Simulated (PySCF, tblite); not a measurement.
**C6H9BO2+ (doublet): geometry, infrared bands and EPR parameters**

What infrared bands and EPR parameters should C6H9BO2+ (doublet) (`OB(O)[C@@]12[CH+][CH]C[C@@H]1C2`) show?

Programs: tblite 0.8.0 and PySCF 2.14.0, with density-fitted response routines of our own. Each step states its level of theory. These are calculated values for one molecule in the gas phase, unless marked as measured. Atoms are numbered from 0 throughout.

## (1) The starting structure

18 atoms, charge 1, multiplicity 2; geometry from: force field or distance geometry start.

Bonds of the start (Å): O0–B1 1.47, B1–O2 1.46, B1–C3 1.59, C3–C4 1.50, C4–C5 1.49, C5–C6 1.53, C6–C7 1.53, C7–C8 1.53, C7–C3 1.51, C8–C3 1.52, O0–H9 0.99, O2–H10 1.00, C4–H11 1.08, C5–H12 1.12, C6–H13 1.11, C6–H14 1.12, C7–H15 1.10, C8–H16 1.11, C8–H17 1.11.

## (2) Relaxing the molecule with GFN2-xTB

The job: settings as JSON, then the geometry in Å.

```
{"job": {"kind": "relax", "xc": "GFN2-xTB", "basis": "xTB"}, "charge": 1, "multiplicity": 2}
O      2.938400    -0.498200    -0.505500
B      1.803000     0.309500    -0.031100
O      1.997200     1.729000     0.234700
C      0.413000    -0.390000     0.302900
C     -0.036500    -0.545700     1.724800
C     -1.446600    -0.119100     1.931400
C     -1.938700     0.327000     0.556000
C     -0.766000     0.205600    -0.421100
C     -0.306100    -1.216600    -0.750400
H      2.849500    -0.463900    -1.487300
H      1.741700     2.169700    -0.624300
H      0.588800    -0.947500     2.507900
H     -1.469200     0.729500     2.663100
H     -2.780300    -0.321500     0.235300
H     -2.287000     1.388300     0.598600
H     -0.573800     0.983100    -1.179000
H     -0.956000    -2.026300    -0.358200
H      0.219900    -1.306200    -1.722600
```

On the command line:

```
OMP_NUM_THREADS=1 python probes_run.py task.json out
```

This one command runs all jobs of the session in turn.

Standard output:

```text
step      E/eV     max force
  0    -714.34626    5.433
  1    -715.40561    3.205
  2    -715.95749    2.254
  3    -716.11253    1.282
  4    -716.31269    0.878
  5    -716.43045    1.302
  6    -716.57066    1.396
  7    -716.75357    1.470
  8    -716.91066    1.287
  9    -717.04191    0.712
 10    -717.11369    0.752
 11    -717.17664    1.823
 12    -717.28195    0.840
 13    -717.34368    0.812
 14    -717.41170    0.665
 15    -717.45473    0.558
 16    -717.50591    0.769
 17    -717.52746    0.778
 18    -717.56033    0.452
 19    -717.60509    0.600
 20    -717.63294    0.510
 21    -717.66450    0.348
 22    -717.68400    0.278
 23    -717.70992    0.351
 24    -717.73394    0.277
 25    -717.74832    0.247
 26    -717.75679    0.256
 27    -717.76350    0.182
 28    -717.77123    0.167
 29    -717.77720    0.187
 30    -717.78340    0.261
 31    -717.78882    0.239
 32    -717.79384    0.162
 33    -717.79791    0.160
 34    -717.80170    0.184
 35    -717.80507    0.138
 36    -717.80751    0.114
 37    -717.80942    0.106
 38    -717.81145    0.121
 39    -717.81403    0.153
 40    -717.81701    0.134
 41    -717.81954    0.108
 42    -717.82127    0.113
 43    -717.82259    0.090
 44    -717.82385    0.086
 45    -717.82486    0.084
 46    -717.82555    0.061
 47    -717.82617    0.058
 48    -717.82701    0.069
 49    -717.82813    0.074
 50    -717.82931    0.083
 51    -717.83029    0.068
 52    -717.83114    0.074
 53    -717.83208    0.080
 54    -717.83326    0.089
 55    -717.83457    0.085
 56    -717.83587    0.090
 57    -717.83695    0.076
 58    -717.83775    0.064
 59    -717.83834    0.055
 60    -717.83883    0.061
 61    -717.83925    0.055
 62    -717.83964    0.048
 63    -717.84004    0.043
 64    -717.84043    0.059
 65    -717.84082    0.063
 66    -717.84120    0.042
 67    -717.84149    0.036
 68    -717.84169    0.033
 69    -717.84185    0.035
 70    -717.84203    0.035
 71    -717.84226    0.039
 72    -717.84249    0.031
 73    -717.84271    0.038
 74    -717.84293    0.042
 75    -717.84321    0.045
 76    -717.84356    0.054
 77    -717.84389    0.051
 78    -717.84412    0.036
 79    -717.84430    0.033
 80    -717.84450    0.042
 81    -717.84480    0.047
 82    -717.84524    0.064
 83    -717.84580    0.076
 84    -717.84647    0.066
 85    -717.84735    0.084
 86    -717.84861    0.109
 87    -717.85096    0.155
 88    -717.85354    0.205
 89    -717.85760    0.270
 90    -717.86134    0.224
 91    -717.86191    0.215
 92    -717.86864    0.202
 93    -717.87182    0.300
 94    -717.87636    0.205
 95    -717.88358    0.279
 96    -717.88437    0.272
 97    -717.88792    0.137
 98    -717.89119    0.270
 99    -717.89431    0.303
100    -717.89686    0.371
101    -717.89930    0.193
102    -717.90247    0.128
103    -717.90635    0.301
104    -717.90913    0.095
105    -717.91184    0.136
106    -717.91375    0.111
107    -717.91488    0.103
108    -717.91778    0.085
109    -717.92075    0.144
110    -717.92208    0.114
111    -717.92276    0.147
112    -717.92349    0.112
113    -717.92314    0.238
114    -717.92346    0.351
115    -717.92593    0.088
116    -717.92653    0.058
117    -717.92747    0.097
118    -717.92800    0.064
119    -717.92857    0.045
120    -717.92892    0.037
121    -717.92942    0.039
122    -717.92966    0.030
123    -717.92979    0.035
124    -717.92986    0.020
125    -717.92994    0.025
126    -717.93003    0.027
127    -717.93009    0.018
128    -717.93014    0.013
129    -717.93017    0.010
```

Run time: 0.97 s. Hardware: 1 thread of Arm Neoverse V1, shared host.

The steps of the relaxation: (not every step is listed)

| step | energy from step 0 (eV) | largest force (eV/Å) |
| --- | --- | --- |
| 0 | 0.0000 | 5.4325 |
| 1 | -1.0593 | 3.2054 |
| 2 | -1.6112 | 2.2544 |
| 3 | -1.7663 | 1.2823 |
| 4 | -1.9664 | 0.8782 |
| 5 | -2.0842 | 1.3021 |
| 6 | -2.2244 | 1.3963 |
| 7 | -2.4073 | 1.4697 |
| 8 | -2.5644 | 1.2870 |
| 19 | -3.2588 | 0.6004 |
| 30 | -3.4371 | 0.2613 |
| 41 | -3.4733 | 0.1079 |
| 52 | -3.4849 | 0.0744 |
| 63 | -3.4938 | 0.0426 |
| 74 | -3.4967 | 0.0421 |
| 85 | -3.5011 | 0.0835 |
| 96 | -3.5381 | 0.2718 |
| 107 | -3.5686 | 0.1031 |
| 118 | -3.5817 | 0.0643 |
| 124 | -3.5836 | 0.0199 |
| 125 | -3.5837 | 0.0246 |
| 126 | -3.5838 | 0.0275 |
| 127 | -3.5838 | 0.0184 |
| 128 | -3.5839 | 0.0127 |
| 129 | -3.5839 | 0.0100 |

Distances of close pairs at the start and the end, largest changes first:

| bond | before (Å) | after (Å) | change (Å) |
| --- | --- | --- | --- |
| O0–B1 | 1.472 | 1.336 | -0.136 |
| B1–O2 | 1.457 | 1.333 | -0.124 |
| C4–C5 | 1.488 | 1.370 | -0.117 |
| C7–C8 | 1.531 | 1.464 | -0.067 |
| C3–C4 | 1.499 | 1.435 | -0.064 |
| C3–C8 | 1.520 | 1.581 | +0.061 |
| C5–C6 | 1.527 | 1.471 | -0.056 |
| C5–H12 | 1.121 | 1.077 | -0.043 |

The end geometry stands in the next job.

## (3) Harmonic vibrations with GFN2-xTB

The job: settings as JSON, then the geometry in Å.

```
{"job": {"kind": "ir", "xc": "GFN2-xTB", "basis": "xTB"}, "charge": 1, "multiplicity": 2}
O      1.994820     0.245770    -1.573421
B      1.793984     0.348812    -0.256455
O      2.618296     0.772984     0.701386
C      0.320045    -0.071301     0.248547
C     -0.046229     0.094627     1.626173
C     -1.401315     0.218209     1.788048
C     -2.105451     0.187116     0.496716
C     -1.005629     0.008298    -0.527842
C     -0.318999    -1.284556    -0.538900
H      2.826894     0.516583    -1.964586
H      3.507531     1.066852     0.495981
H      0.690901     0.167053     2.407646
H     -1.909223     0.310537     2.733724
H     -2.857614    -0.608816     0.463117
H     -2.670262     1.115344     0.344334
H     -1.017540     0.593553    -1.436517
H     -0.662309    -2.097068     0.085685
H      0.233342    -1.577677    -1.418594
```

Standard output:

```text
mode    cm-1     km/mol
  1      35.3      0.13
  2     124.2      4.61
  3     146.6      3.83
  4     224.6      5.61
  5     310.4     17.65
  6     357.3      5.46
  7     370.6      5.52
  8     404.5     12.93
  9     521.1     54.41
 10     532.4      2.08
 11     547.1      2.10
 12     613.9    392.49
 13     654.2     40.09
 14     681.7     16.47
 15     745.5     16.43
 16     772.2     17.71
 17     838.3      0.68
 18     841.1      8.83
 19     849.8      8.86
 20     866.4    359.86
 21     896.2     18.25
 22     916.3     54.12
 23     937.0     21.05
 24     977.5     24.83
 25     999.5     17.73
 26    1018.9     20.60
 27    1049.1      6.92
 28    1063.1      3.06
 29    1088.2      2.24
 30    1149.2     37.99
 31    1176.8      6.78
 32    1206.8    274.08
 33    1262.5     34.96
 34    1330.4     76.61
 35    1338.2     31.13
 36    1357.5     92.67
 37    1368.4    409.13
 38    1425.0      9.04
 39    1476.8     68.83
 40    2902.9     16.34
 41    2946.6     19.34
 42    3066.9     10.18
 43    3074.4      2.26
 44    3111.9      2.48
 45    3115.2      5.57
 46    3132.0      7.01
 47    3589.7     12.58
 48    3600.3    113.39
```

Run time: 0.66 s. Hardware: 1 thread of Arm Neoverse V1, shared host.

Which atoms move in the most intense modes:

```
cm⁻¹  km/mol                                atoms
 614   392.5  H10 31 %, H9 28 %, B1 20 %, O2 10 %
 866   359.9                    H10 45 %, H9 40 %
1207   274.1                              B1 40 %
1330    76.6            C3 29 %, C4 23 %, C5 12 %
1358    92.7          H13 40 %, H14 37 %, C6 10 %
1368   409.1            B1 69 %, O2 13 %, O0 12 %
1477    68.8                     C5 45 %, C4 44 %
3600   113.4                    H9 72 %, H10 22 %
```

## (4) EPR parameters: B3LYP/pcH-1

Same as in step 3 but for these lines:

```diff
@@ -1,2 +1,2 @@
-{"job": {"kind": "ir", "xc": "GFN2-xTB", "basis": "xTB"}, "charge": 1, "multiplicity": 2}
+{"job": {"kind": "epr", "basis": "pcH-1"}, "charge": 1, "multiplicity": 2}
 O      1.994820     0.245770    -1.573421
```

With the program's defaults for keys left out, this is: UKS B3LYP, pcH-1 on B C H O, non-relativistic, mean-field spin-orbit, GIAO.

Standard output:

```text
UKS, coarse grid
  cycle   1  E = -409.01238682  |g| = 6.70e-01
  cycle   2  E = -408.35623536  |g| = 1.29e+00
  cycle   3  E = -409.13032680  |g| = 2.52e-01
  cycle   4  E = -409.16174820  |g| = 9.32e-02
  cycle   5  E = -409.16479749  |g| = 3.99e-02
  cycle   6  E = -409.16549709  |g| = 2.20e-02
  cycle   7  E = -409.16573228  |g| = 4.14e-03
  cycle   8  E = -409.16575001  |g| = 3.13e-03
  cycle   9  E = -409.16575759  |g| = 1.10e-03
  cycle  10  E = -409.16575787  |g| = 5.06e-04
UKS, final grid
  cycle   1  E = -409.16573307  |g| = 7.35e-04
  cycle   2  E = -409.16573249  |g| = 1.30e-03
  cycle   3  E = -409.16573336  |g| = 1.15e-04
  cycle   4  E = -409.16573336  |g| = 4.56e-05
  cycle   5  E = -409.16573337  |g| = 2.49e-05
E = -409.16573337 Eh   <S^2> = 0.7551 (exact 0.7500)
g shifts (ppm)      1          2          3
  rmc          -150       -150       -150
  gc             19          9         12
  oz_so         278        664       2360
  total         147        523       2222
hyperfine (MHz)  atom isotope    a_iso     a_fc   dipolar eigenvalues
    0   17O      -3.57      -3.57     -3.88      1.68      2.20
    1   11B      12.84      12.84     -2.76     -2.18      4.94
    2   17O      -0.97      -0.97     -1.39      0.60      0.79
    3   13C       1.50       1.50    -19.47    -18.32     37.78
    4   13C      -7.22      -7.22    -14.07    -11.44     25.51
    5   13C      34.87      34.87    -37.51    -36.28     73.80
    6   13C     -16.75     -16.75     -3.36     -1.75      5.11
    7   13C      -4.17      -4.17     -8.18     -4.84     13.02
    8   13C      15.21      15.21    -19.12    -18.24     37.36
    9    1H       1.12       1.12     -1.75     -1.18      2.93
   10    1H       0.88       0.88     -1.05     -0.97      2.01
   11    1H      -9.55      -9.55     -7.53     -3.70     11.23
   12    1H     -30.69     -30.69    -17.80     -2.84     20.65
   13    1H      56.79      56.79     -4.35     -1.99      6.34
   14    1H     125.42     125.42     -4.45     -3.07      7.52
   15    1H      53.18      53.18     -4.33     -1.79      6.12
   16    1H      -1.45      -1.45     -7.45     -1.53      8.98
   17    1H      -4.50      -4.50     -9.00     -2.37     11.36
```

Run time: 2.1 min. Hardware: 1 thread of Arm Neoverse V1, shared host; peak memory 1.1 GiB.

Principal g values 2.00247, 2.00284, 2.00454; g(iso) = 2.00328, against 2.00232 for a free electron.

Hyperfine couplings; where a row names several nuclei, a(iso) is their mean (it holds for fast rotation or exchange) and the dipolar term the largest among them:

```csv
nuclei,isotope,a(iso) (MHz),"a(iso) (G, at g = 2.0023)",largest dipolar term (MHz)
H14,1H,125.4,44.8,7.5
H13,1H,56.8,20.3,6.3
H15,1H,53.2,19.0,6.1
C5,13C,34.9,12.4,73.8
H12,1H,-30.7,-11.0,20.6
C6,13C,-16.7,-6.0,5.1
C8,13C,15.2,5.4,37.4
B1,11B,12.8,4.6,4.9
H11,1H,-9.6,-3.4,11.2
C4,13C,-7.2,-2.6,25.5
H17,1H,-4.5,-1.6,11.4
C7,13C,-4.2,-1.5,13.0
"O0, O2",17O,-2.3,-0.8,-3.9
C3,13C,1.5,0.5,37.8
```

Mulliken spin populations:

O0 0.01; B1 0.01; O2 0.00; C3 0.15; C4 0.14; C5 0.46; C6 -0.03; C7 0.03; C8 0.18; H9 0.00; H10 0.00; H11 -0.01; H12 -0.02; H13 0.02; H14 0.05; H15 0.02; H16 0.00; H17 0.00

In first order the couplings over 0.8 MHz of 1H, 11B give 1536 distinct lines over 114.9 G, if the averaged nuclei exchange fast; the same motion can average rows kept apart here too.

Orbitals, density, ELF and potential are computed afterwards from the orbital file.

ELF in a plane through or near 9 of the atoms.

Values, 10 rows by 14 columns:
```
0.00 0.00 0.00 0.00 0.00 0.00 0.00 0.00 0.00 0.00 0.00 0.00 0.00 0.00
0.00 0.00 0.00 0.00 0.00 0.00 0.00 0.00 0.00 0.00 0.00 0.00 0.00 0.00
0.00 0.00 0.00 0.02 0.18 0.00 0.05 0.06 0.09 0.01 0.00 0.00 0.00 0.00
0.00 0.00 0.33 0.55 0.90 0.20 0.08 0.66 0.63 0.12 0.90 0.36 0.00 0.00
0.00 0.00 0.42 0.65 0.84 0.25 0.50 0.75 0.73 0.54 0.99 0.71 0.00 0.00
0.00 0.00 0.01 0.09 0.41 0.29 0.57 0.77 0.27 0.91 0.22 0.01 0.00 0.00
0.00 0.00 0.76 0.98 0.25 0.45 0.17 0.23 0.90 0.63 0.98 0.10 0.00 0.00
0.00 0.00 0.12 0.25 0.61 0.27 0.46 0.89 0.08 0.72 0.99 0.14 0.00 0.00
0.00 0.00 0.00 0.00 0.00 0.00 0.02 0.08 0.00 0.00 0.01 0.00 0.00 0.00
0.00 0.00 0.00 0.00 0.00 0.00 0.00 0.00 0.00 0.00 0.00 0.00 0.00 0.00
```
The map spans 12.0 Å across and 9.7 Å up, centred on the molecule. Atoms in the plane (x, y in Å): O0 (-2.5, 1.0), B1 (-1.9, -0.2), O2 (-2.4, -1.4), C3 (-0.3, -0.1), C5 (1.8, -1.1), C7 (0.7, 0.9), H10 (-3.3, -1.6), H12 (2.6, -1.9), H13 (2.8, 0.8).

log10 of the density (e/Å³) in the same plane.

Ten even steps from '0' (-4.0) to '9' (1.3):
```
0000000000000000000000000000
0000000000000000000000000000
0000000000001111100000000000
0000000111122222211000000000
0000013343334444432211000000
0000234555444555543332100000
0002356776545677665554320000
0002467887655678766765421000
0002456887667777777775421000
0001345679778877677765421000
0001345678777877777764320000
0002356787666777788764310000
0002467898655777778774310000
0002456787655677667775310000
0001244565445565555554210000
0000123444334444334442100000
0000000111112222222210000000
0000000000000111000000000000
0000000000000000000000000000
0000000000000000000000000000
```
The map spans 12.0 Å across and 9.7 Å up, centred on the molecule. Atoms in the plane (x, y in Å): O0 (-2.5, 1.0), B1 (-1.9, -0.2), O2 (-2.4, -1.4), C3 (-0.3, -0.1), C5 (1.8, -1.1), C7 (0.7, 0.9), H10 (-3.3, -1.6), H12 (2.6, -1.9), H13 (2.8, 0.8).

On the surface of density 0.002 e/bohr³ the electrostatic potential runs, from the 1st to the 99th percentile, from 2.61 V near O2 to 6.16 V near H9.

The spin density lies nearest to C5 32 %; C3, C4, C8 about 13 % each.

## (5) Outcome

| quantity | value |
| --- | --- |
| strongest single infrared mode (GFN2-xTB) | 1368 cm⁻¹, 409 km/mol |
| zero-point energy (GFN2-xTB) | 87.2 kcal/mol |
| g(iso) (B3LYP) | 2.00328 |
| ⟨S²⟩ | 0.755 (exact 0.75) |
| largest a(iso) (averaged by class) | 1H on H14, 125.4 MHz |

**Reading.** Over 129 steps the energy fell by 3.584 eV; of the close pairs, O0–B1 changed most, 1.472 to 1.336 Å. No mode is imaginary among the 48: a minimum at this level. The strongest single mode, at 1368 cm⁻¹, moves mainly B1. GFN2-xTB is a fitted tight-binding method: band positions and strengths are rough. Its intensities can rank the bands wrongly. The largest share of the spin, 0.46 e, sits on C5. The isotropic g lies 1.0 ppt above the free-electron value.
